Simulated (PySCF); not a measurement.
Runs of PySCF 2.14.0 on PGaH6. The cell holds a molecule in a box, 8 atoms: a = 14.000 Å, b = 12.000 Å, c = 13.000 Å, α = 90.00°, β = 90.00°, γ = 90.00°. 

| task | level | frozen core bands | conv_tol | exxdiv | grid for exchange and correlation | three-body dispersion term | gap on the mesh (eV) |
| --- | --- | --- | --- | --- | --- | --- | --- |
| atomic charges | revPBE+D3(BJ) | - | 1e-07 Ha | - | Becke, atom-centred | no | 5.91 |
| excitation energies (Tamm-Dancoff) | PBE0 | 14 | 1e-08 Ha | ewald | Becke, atom-centred | - | 8.14 |
| atomic charges | r2SCAN50 | - | 1e-07 Ha | ewald | Becke, atom-centred | - | (a) |
| MP2 correlation energy | HF | 14 | 1e-08 Ha | ewald | - | - | 15.06 |

Alike in all rows: potentials or basis pob-tzvp-rev2 (all-electron); no spin polarisation; cell as given; k mesh 1 × 1 × 1; smearing fixed.

**Question.** Fill in the values left out.

**Answer.** (a) 10.52.

Caveats: this is a molecule in a periodic box at the Γ point, so its band gap is the HOMO-LUMO gap; relativity is left out, which matters for the heavier elements; the basis of atomic orbitals isn't converged, which shifts pressures, moduli and gaps; this basis is made for solids and lacks diffuse functions, so gaps of a molecule come out too wide by an eV or more; the basis is small and the box finite, so much correlation energy is missing and levels can be off by tenths of an eV (some runs); the iterative solver can pass over a root and still report convergence (some runs).

A k mesh can miss the band edges, and the runs leave out spin-orbit coupling on Ga.

Runs at the PBE level aren't shown here.
